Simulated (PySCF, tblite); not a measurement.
# C₇H₁₄GeO: geometry, infrared bands and NMR shifts

Aim: predict the infrared bands and NMR shifts of C₇H₁₄GeO (`C=C(C)[C@@](C)([GeH3])C(C)=O`).

The runs use tblite 0.8.0 and PySCF 2.14.0, with density-fitted response routines of our own; the level of theory stands in each step. All values are computed, except where a source is named. Atoms are numbered from 0 throughout.

### Step 1. Starting geometry

23 atoms, charge 0, multiplicity 1; geometry from: force field or distance geometry start.

Bonds of the start (Å): C0–C1 1.33, C1–C2 1.52, C1–C3 1.54, C3–C4 1.56, C3–Ge5 1.98, C3–C6 1.52, C6–C7 1.51, C6–O8 1.22, C0–H9 1.10, C0–H10 1.08, C2–H11 1.11, C2–H12 1.11, C2–H13 1.12, C4–H14 1.10, C4–H15 1.12, C4–H16 1.10, Ge5–H17 1.54, Ge5–H18 1.55, Ge5–H19 1.54, C7–H20 1.12, C7–H21 1.11, C7–H22 1.11.

### Step 2. Optimising the geometry with GFN2-xTB

What the job is given:

```
{"job": {"kind": "relax", "xc": "GFN2-xTB", "basis": "xTB"}, "charge": 0, "multiplicity": 1}
C     -1.315800     1.381800    -0.869400
C     -0.959400     0.511900     0.075000
C     -1.704500     0.493100     1.396800
C      0.202400    -0.459500    -0.189000
C      0.572700    -1.315000     1.060500
Ge    -0.391400    -1.728600    -1.581300
C      1.449800     0.302000    -0.622600
C      1.990800     1.451000     0.196200
O      2.067200    -0.038200    -1.621200
H     -2.147200     2.079100    -0.706600
H     -0.814000     1.420000    -1.826100
H     -2.182200    -0.501900     1.551200
H     -1.029600     0.722900     2.243200
H     -2.521900     1.254000     1.410700
H      1.415000    -1.986300     0.813900
H      0.886500    -0.669600     1.914400
H     -0.281900    -1.936900     1.382500
H     -0.677000    -0.967200    -2.894400
H      0.726800    -2.772800    -1.825200
H     -1.669400    -2.446400    -1.099200
H      1.359800     1.638700     1.096700
H      1.991800     2.368900    -0.427700
H      3.026800     1.226200     0.531600
```

The run is started by

```
$ OMP_NUM_THREADS=1 python probes_run.py task.json out
```

The driver reads the jobs from task.json and runs them one after another.

Output:

```text
step      E/eV     max force
  0    -763.75609    1.426
  1    -763.87851    1.341
  2    -763.94617    0.912
  3    -763.97376    0.422
  4    -763.99902    0.390
  5    -764.01709    0.361
  6    -764.02703    0.220
  7    -764.03290    0.162
  8    -764.03684    0.186
  9    -764.03981    0.180
 10    -764.04225    0.101
 11    -764.04459    0.120
 12    -764.04679    0.130
 13    -764.04881    0.133
 14    -764.05041    0.084
 15    -764.05198    0.097
 16    -764.05377    0.117
 17    -764.05561    0.122
 18    -764.05710    0.109
 19    -764.05828    0.082
 20    -764.05949    0.083
 21    -764.06085    0.101
 22    -764.06211    0.078
 23    -764.06305    0.075
 24    -764.06382    0.077
 25    -764.06464    0.072
 26    -764.06554    0.073
 27    -764.06630    0.050
 28    -764.06678    0.048
 29    -764.06710    0.034
 30    -764.06737    0.038
 31    -764.06766    0.039
 32    -764.06796    0.038
 33    -764.06827    0.039
 34    -764.06855    0.046
 35    -764.06881    0.039
 36    -764.06907    0.050
 37    -764.06937    0.050
 38    -764.06974    0.053
 39    -764.07019    0.055
 40    -764.07065    0.044
 41    -764.07111    0.045
 42    -764.07162    0.058
 43    -764.07223    0.084
 44    -764.07288    0.075
 45    -764.07356    0.064
 46    -764.07431    0.080
 47    -764.07523    0.072
 48    -764.07631    0.091
 49    -764.07745    0.072
 50    -764.07861    0.080
 51    -764.07995    0.103
 52    -764.08152    0.114
 53    -764.08306    0.113
 54    -764.08436    0.077
 55    -764.08547    0.082
 56    -764.08658    0.079
 57    -764.08716    0.111
 58    -764.08854    0.119
 59    -764.08950    0.084
 60    -764.09184    0.110
 61    -764.09317    0.119
 62    -764.09579    0.129
 63    -764.09746    0.094
 64    -764.09895    0.074
 65    -764.09984    0.067
 66    -764.10053    0.085
 67    -764.10112    0.057
 68    -764.10168    0.055
 69    -764.10217    0.056
 70    -764.10310    0.075
 71    -764.10395    0.083
 72    -764.10472    0.055
 73    -764.10531    0.052
 74    -764.10578    0.041
 75    -764.10613    0.048
 76    -764.10635    0.039
 77    -764.10649    0.027
 78    -764.10659    0.022
 79    -764.10672    0.029
 80    -764.10690    0.038
 81    -764.10713    0.040
 82    -764.10738    0.043
 83    -764.10763    0.041
 84    -764.10787    0.041
 85    -764.10813    0.036
 86    -764.10842    0.037
 87    -764.10870    0.036
 88    -764.10894    0.028
 89    -764.10916    0.030
 90    -764.10939    0.029
 91    -764.10961    0.028
 92    -764.10980    0.030
 93    -764.10998    0.027
 94    -764.11016    0.030
 95    -764.11036    0.032
 96    -764.11054    0.023
 97    -764.11067    0.022
 98    -764.11077    0.020
 99    -764.11086    0.021
100    -764.11096    0.021
101    -764.11106    0.020
102    -764.11114    0.021
103    -764.11123    0.021
104    -764.11135    0.021
105    -764.11156    0.033
106    -764.11180    0.029
107    -764.11203    0.030
108    -764.11216    0.026
109    -764.11224    0.042
110    -764.11234    0.024
111    -764.11252    0.026
112    -764.11279    0.043
113    -764.11292    0.034
114    -764.11303    0.017
115    -764.11309    0.019
116    -764.11316    0.020
117    -764.11322    0.020
118    -764.11328    0.017
119    -764.11333    0.014
120    -764.11338    0.017
121    -764.11341    0.018
122    -764.11344    0.013
123    -764.11346    0.007
```

Wall time 1.8 s (1 thread of Intel Xeon Platinum 8259CL at 2.50GHz, shared host); peak memory 0.18 GiB.

Along the way: (not every step is listed)

```
step  energy from step 0 (eV)  largest force (eV/Å)
   0                   0.0000                1.4255
   1                  -0.1224                1.3414
   2                  -0.1901                0.9124
   3                  -0.2177                0.4222
   4                  -0.2429                0.3901
   5                  -0.2610                0.3614
   6                  -0.2709                0.2198
   7                  -0.2768                0.1623
   8                  -0.2808                0.1856
  19                  -0.3022                0.0823
  30                  -0.3113                0.0375
  41                  -0.3150                0.0448
  52                  -0.3254                0.1144
  63                  -0.3414                0.0942
  74                  -0.3497                0.0412
  85                  -0.3520                0.0356
  96                  -0.3545                0.0234
 107                  -0.3559                0.0300
 118                  -0.3572                0.0173
 119                  -0.3572                0.0145
 120                  -0.3573                0.0173
 121                  -0.3573                0.0183
 122                  -0.3573                0.0132
 123                  -0.3574                0.0073
```

Distances of close pairs at the start and the end, largest changes first:

```
   bond  before (Å)  after (Å)  change (Å)
Ge5–H17       1.545      1.488      -0.056
Ge5–H18       1.549      1.494      -0.056
 C3–Ge5       1.975      2.020      +0.045
Ge5–H19       1.543      1.508      -0.035
  C1–C3       1.537      1.503      -0.034
 C2–H13       1.117      1.087      -0.030
 C7–H20       1.115      1.086      -0.029
  C3–C4       1.559      1.530      -0.029
```

The final coordinates are the input of the step that follows.

### Step 3. Infrared spectrum with GFN2-xTB

What the job is given:

```
{"job": {"kind": "ir", "xc": "GFN2-xTB", "basis": "xTB"}, "charge": 0, "multiplicity": 1}
C     -1.139157     1.642142    -0.601703
C     -0.960784     0.563205     0.150146
C     -1.931424     0.192355     1.228769
C      0.177775    -0.386629    -0.097167
C      0.680486    -1.079442     1.170960
Ge    -0.401404    -1.742526    -1.477878
C      1.335883     0.305281    -0.771208
C      2.069700     1.363831     0.002163
O      1.669498    -0.031789    -1.884163
H     -1.977634     2.301345    -0.451656
H     -0.459406     1.909634    -1.393671
H     -2.276171    -0.832296     1.086942
H     -1.467334     0.260179     2.212074
H     -2.791805     0.856533     1.208496
H      1.567906    -1.667443     0.937027
H      0.936032    -0.358618     1.946905
H     -0.076143    -1.758012     1.560338
H     -0.858958    -1.088428    -2.734137
H      0.678422    -2.738208    -1.748864
H     -1.572371    -2.514799    -0.923970
H      1.386174     1.940602     0.618901
H      2.610612     2.016804    -0.678411
H      2.795349     0.873263     0.650186
```

Output:

```text
mode    cm-1     km/mol
  1      45.0      1.33
  2      78.1      2.01
  3     120.8      0.26
  4     131.4      0.70
  5     153.8     11.72
  6     178.4      0.88
  7     202.8      0.34
  8     206.5      0.77
  9     235.9      1.48
 10     274.0      1.20
 11     283.8      1.41
 12     306.9      3.20
 13     374.3      3.56
 14     408.3      3.05
 15     455.5     16.32
 16     482.9     59.22
 17     504.5     44.80
 18     570.7      4.20
 19     586.1      5.54
 20     597.3      3.03
 21     702.7     16.52
 22     756.0    379.99
 23     816.4     29.21
 24     833.5    121.80
 25     866.6    121.42
 26     880.8     27.84
 27     893.0     13.52
 28     958.6      6.92
 29     969.6     21.35
 30    1004.2      8.14
 31    1017.9      9.39
 32    1038.3      2.62
 33    1080.5     31.88
 34    1102.9     16.39
 35    1121.3     12.07
 36    1222.1    101.37
 37    1276.9     59.11
 38    1363.9     41.57
 39    1394.4     10.91
 40    1403.4      4.39
 41    1422.6      3.43
 42    1449.7     10.21
 43    1457.7      6.29
 44    1476.9      3.90
 45    1478.8      5.92
 46    1503.9      2.98
 47    1505.1      2.86
 48    1699.9     29.10
 49    1734.7    265.19
 50    1939.9    227.77
 51    2048.5    386.22
 52    2109.6    399.85
 53    2993.5     22.12
 54    2999.7     32.31
 55    3003.9     29.63
 56    3009.4     19.86
 57    3011.2     13.42
 58    3019.2     19.56
 59    3043.2      8.26
 60    3043.6     23.32
 61    3050.8     12.25
 62    3099.1     16.78
 63    3122.5     51.22
```

Wall time 1.8 s (1 thread of Intel Xeon Platinum 8259CL at 2.50GHz, shared host); peak memory 0.18 GiB.

Which atoms move in the most intense modes:

```
cm⁻¹  km/mol                         atoms
 756   380.0  H17 34 %, H18 33 %, H19 27 %
 834   121.8  H17 40 %, H18 37 %, H19 18 %
 867   121.4  H19 48 %, H18 23 %, H17 20 %
1222   101.4              C6 43 %, C3 24 %
1735   265.2              C6 61 %, O8 37 %
1940   227.8            H19 80 %, H18 12 %
2048   386.2  H18 67 %, H19 18 %, H17 14 %
2110   399.9            H17 78 %, H18 20 %
```

### Step 4. NMR shieldings: PBE0/pcSseg-1

The job, as its differences from that of step 3:

```diff
@@ -1,2 +1,2 @@
-{"job": {"kind": "ir", "xc": "GFN2-xTB", "basis": "xTB"}, "charge": 0, "multiplicity": 1}
+{"job": {"kind": "nmr", "xc": "PBE0", "basis": "pcSseg-1"}, "charge": 0, "multiplicity": 1}
 C     -1.139157     1.642142    -0.601703
```

With the program's defaults for keys left out, this is: GIAO PBE0/pcSseg-1 NMR shielding, non-relativistic, gas phase.

Output:

```text
coarse grid: 83464 points
cycle   1  E = -2426.2485018627  dE =  4.267e-01  |g| = 1.163e+00  |ddm| = 4.424e+00
cycle   2  E = -2425.9018551773  dE =  3.466e-01  |g| = 1.752e+00  |ddm| = 2.461e+00
cycle   3  E = -2426.3916809333  dE = -4.898e-01  |g| = 4.305e-01  |ddm| = 2.047e+00
cycle   4  E = -2426.4250455821  dE = -3.336e-02  |g| = 8.128e-02  |ddm| = 4.030e-01
cycle   5  E = -2426.4260151042  dE = -9.695e-04  |g| = 2.357e-02  |ddm| = 9.601e-02
cycle   6  E = -2426.4261252854  dE = -1.102e-04  |g| = 8.780e-03  |ddm| = 2.868e-02
cycle   7  E = -2426.4261428126  dE = -1.753e-05  |g| = 2.582e-03  |ddm| = 1.043e-02
cycle   8  E = -2426.4261443485  dE = -1.536e-06  |g| = 6.480e-04  |ddm| = 2.865e-03
final grid: 177912 points
cycle   9  E = -2426.4261411168  dE = -1.145e-07  |g| = 1.144e-03  |ddm| = 4.878e-03
cycle  10  E = -2426.4261403481  dE =  7.687e-07  |g| = 2.285e-03  |ddm| = 2.960e-03
cycle  11  E = -2426.4261413862  dE = -1.038e-06  |g| = 1.921e-04  |ddm| = 2.024e-03
cycle  12  E = -2426.4261413943  dE = -8.066e-09  |g| = 2.200e-05  |ddm| = 1.894e-04
cycle  13  E = -2426.4261413944  dE = -6.639e-11  |g| = 1.265e-05  |ddm| = 3.366e-05
converged SCF energy = -2426.4261413944

GIAO shielding tensors (ppm)
atom      isotropic    diamagn.    paramagn.     s11        s22        s33       span
  0 C       69.692     255.171    -185.479    -29.553     89.503    149.125    178.678
  1 C       30.512     261.396    -230.884    -92.510     26.519    157.526    250.035
  2 C      162.731     246.979     -84.248    151.095    154.529    182.568     31.472
  3 C      124.863     253.239    -128.376     94.196    125.214    155.177     60.981
  4 C      166.598     248.147     -81.549    158.168    160.643    180.984     22.815
  5 Ge    1519.181    2757.055   -1237.874   1363.431   1518.158   1675.954    312.523
  6 C      -35.664     253.666    -289.329   -114.515    -91.354     98.877    213.392
  7 C      161.836     252.807     -90.971    147.647    150.867    186.995     39.348
  8 O     -349.348     402.406    -751.755   -899.247   -425.858    277.060   1176.307
  9 H       26.520      31.668      -5.148     24.022     25.078     30.458      6.436
 10 H       27.153      34.040      -6.887     23.412     25.571     32.475      9.062
 11 H       29.709      30.990      -1.281     24.866     30.128     34.132      9.265
 12 H       29.709      30.360      -0.651     25.270     29.069     34.790      9.520
 13 H       29.819      29.870      -0.052     25.884     28.013     35.560      9.676
 14 H       30.607      32.136      -1.529     26.475     28.719     36.626     10.151
 15 H       30.328      32.579      -2.251     27.031     27.815     36.138      9.107
 16 H       29.973      32.198      -2.224     26.566     28.497     34.856      8.291
 17 H       28.082      31.077      -2.995     21.821     23.217     39.208     17.386
 18 H       27.810      30.999      -3.189     21.594     22.709     39.127     17.533
 19 H       28.176      30.911      -2.735     21.309     24.678     38.542     17.233
 20 H       28.883      32.129      -3.246     24.595     30.755     31.299      6.704
 21 H       29.746      29.114       0.632     26.228     27.387     35.624      9.396
 22 H       29.587      29.880      -0.293     25.235     29.167     34.359      9.124
```

Wall time 84 s (1 thread of Intel Xeon Platinum 8259CL at 2.50GHz, shared host); peak memory 1.1 GiB.

Shifts follow as δ = σ(reference) − σ, with reference shieldings (ppm) from runs at the same level and on the same kind of geometry: 1H TMS 31.72, 13C TMS 186.9, 17O H2O 336.1, 73Ge GeMe4 1331. The references are single molecules in the gas phase, so shifts against H2O, NH3, PH3, H3PO4 or CFCl3 are not on the usual liquid scales and can be off by tens of ppm. Atoms listed in one row are averaged.

```
        atoms                                                 environment  σ (ppm)  δ (ppm)
           C6                                      ketone carbonyl carbon    -35.7    222.6
           C1                             fully substituted alkene carbon     30.5    156.4
           C0                                        terminal =CH2 carbon     69.7    117.2
           C3  fully substituted sp3 carbon bonded to Ge, α to a carbonyl    124.9     62.1
           C7                               methyl carbon α to a carbonyl    161.8     25.1
           C2                                       allylic methyl carbon    162.7     24.2
           C4                                               methyl carbon    166.6     20.3
           H9                          hydrogen on a terminal =CH2 carbon    26.52     5.20
          H10                          hydrogen on a terminal =CH2 carbon    27.15     4.56
H17, H18, H19                         hydrogen on a germanium bonded to C    28.02     3.69
H20, H21, H22                 hydrogen on a methyl carbon α to a carbonyl    29.41     2.31
H11, H12, H13                        hydrogen on an allylic methyl carbon    29.75     1.97
H14, H15, H16                                 hydrogen on a methyl carbon    30.30     1.41
          Ge5                                  germanium bonded to C, 3 H     1519     -188
           O8                                               ketone oxygen   -349.3    685.4
```

Charges from the same density, by scheme (e):

```
atoms  Mulliken    IAO  Hirshfeld  ESP fit
   C0     -0.05  -0.36      -0.12    -0.64
   C1     -0.32   0.03       0.01     0.29
   C2     -0.14  -0.42      -0.12    -0.57
   C3     -0.82  -0.23      -0.06     0.05
   C4     -0.15  -0.41      -0.12    -0.59
  Ge5      0.39   0.48       0.28     0.21
   C6      0.28   0.39       0.17     0.67
   C7     -0.20  -0.47      -0.12    -0.59
   O8     -0.36  -0.41      -0.21    -0.51
```

Mayer bond orders: C0–C1 1.99, C1–C2 1.06, C1–C3 0.94, C3–C4 1.02, C3–Ge5 0.80, C3–C6 0.88, C6–C7 1.03, C6–O8 1.95.

### Step 5. What came out

| quantity | value |
| --- | --- |
| strongest single infrared mode (GFN2-xTB) | 2110 cm⁻¹, 400 km/mol |
| zero-point energy (GFN2-xTB) | 114.5 kcal/mol |
| 13C shifts against TMS (PBE0/pcSseg-1) | 222.6, 156.4, 117.2, 62.1, 25.1, 24.2, 20.3 ppm |
| 1H shifts against TMS (PBE0/pcSseg-1, means over atoms taken as alike) | 5.20, 4.56, 3.69, 2.31, 1.97, 1.41 ppm |
| 73Ge shifts against GeMe4 (PBE0/pcSseg-1) | -188 ppm |
| 17O shifts against H2O (PBE0/pcSseg-1) | 685.4 ppm |

The optimisation took 123 steps and gained 0.357 eV; among the close pairs (by a distance rule), Ge5–H17 changed most, from 1.545 to 1.488 Å. All 63 modes are real, so the xTB geometry is a minimum. The strongest single mode, at 2110 cm⁻¹, moves mainly H17. Unscaled tight-binding wavenumbers are off by several per cent, some by more. Its intensities can rank the bands wrongly. The most deshielded carbon is C6 (ketone carbonyl carbon), at 222.6 ppm: the double bond to the heteroatom, with no lone-pair donor beside it, deshields it most. At PBE0/pcSseg-1: Shielding is most anisotropic at O8 (span 1176 ppm, paramagnetic term -752 ppm). Spin-orbit coupling is left out, which matters for shieldings and couplings at and beside the heavy atoms.
